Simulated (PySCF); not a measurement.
**TmO(OH): other functionals and bases at one geometry**

One table from this session's results is given with a row withheld; the runs are named, their logs left out.

Program: PySCF 2.14.0. Level of theory: several levels, as the steps say, no spin–orbit coupling. These are calculated values, not measurements.

1 further run of the same task is left out (for a known fault of the program).

**The system as given**

4 atoms, charge 0, spin multiplicity 1.

Bond lengths: Tm1–O2 1.815 Å, Tm1–O3 2.023 Å, O3–H4 0.959 Å. Angles: O2–Tm1–O3 112.9°, Tm1–O3–H4 140.0°.

Coordinates:

```
atom     x (Å)     y (Å)     z (Å)
 Tm1  -0.01897  -0.04357  -0.40065
  O2   1.24310   0.03107   0.90122
  O3  -1.90504   0.02319   0.32844
  H4  -2.36711   0.07811   1.16742
```

Formal oxidation states: Tm +3. Each metal's 12 4f electrons lie in its core potential, so multiplicities, spins and levels count the valence alone. An earlier session relaxed this geometry at PBE0, Tm lcecp-1-SVP with ECP58, O def2-SVP, H def2-SVP (singlet, point group Cs).

At PBE0 on the finer grid: E = -189.649390 Eh, HOMO -6.28 eV, LUMO -2.24 eV, Mulliken charge on Tm1 +0.79 e, largest force component 0.011 eV/Å. 

Levels to run: wB97X; CAM-B3LYP; PBE0, TZVP. Hardware: 2 threads of Arm Neoverse V1, shared host.

Set-up of the first run:

run.py (the lines that set the calculation) reads:

```python
mol = gto.M(atom='''
Tm    -0.01897    -0.04357    -0.40065
O      1.24310     0.03107     0.90122
O     -1.90504     0.02319     0.32844
H     -2.36711     0.07811     1.16742''',
    basis={'Tm': 'lcecp-1-SVP', 'O': 'def2-SVP', 'H': 'def2-SVP'},
    ecp={'Tm': 'lcecp-1-SVP'},
    charge=0, spin=0)
mf = dft.RKS(mol, xc='WB97X')
mf.grids.atom_grid = (75, 302)  # f atoms: unpruned, at least (60, 302)
mf = mf.density_fit()  # fitting sets: Tm AutoAux, O def2-universal-JKFIT, H def2-universal-JKFIT
mf.conv_tol = 1e-08; mf.max_cycle = 55
mf.kernel(dm0)  # dm0: the density of the relaxed state
```

Run with:

```
OMP_NUM_THREADS=2 python run.py
```

Among the steps run: wB97X; CAM-B3LYP; PBE0, TZVP.

One of the session's tables, all rows but one given; the rest of the session is left out.

```
              level  HOMO (eV)  gap (eV)  charge on Tm1 (e)  dipole (D)  largest force component (eV/Å)
PBE0 (relaxed here)      -6.28      4.04               0.79        6.19                            0.01
              wB97X          ?         ?                  ?           ?                               ?
          CAM-B3LYP      -7.61      5.97               0.77        6.41                            0.08
         PBE0, TZVP      -6.29      4.04               1.25        6.47                            0.28
```

**Question.** Estimate the row for wB97X.

As computed: HOMO (eV): -8.55; gap (eV): 8.10; charge on Tm1 (e): 0.80; dipole (D): 6.60; largest force component (eV/Å): 0.22. In the column «HOMO (eV)» it is the lowest.

In one basis the HOMO–LUMO gap runs from 4.04 eV (PBE0) to 8.10 eV (wB97X). The largest leftover force, 0.28 eV/Å with PBE0, TZVP, stands at a geometry relaxed at another level. With 4f in the core, its levels are missing from HOMO and gap, and its count is fixed, so no charge can pass from the ligands into it. Total energies of different levels can't be compared.
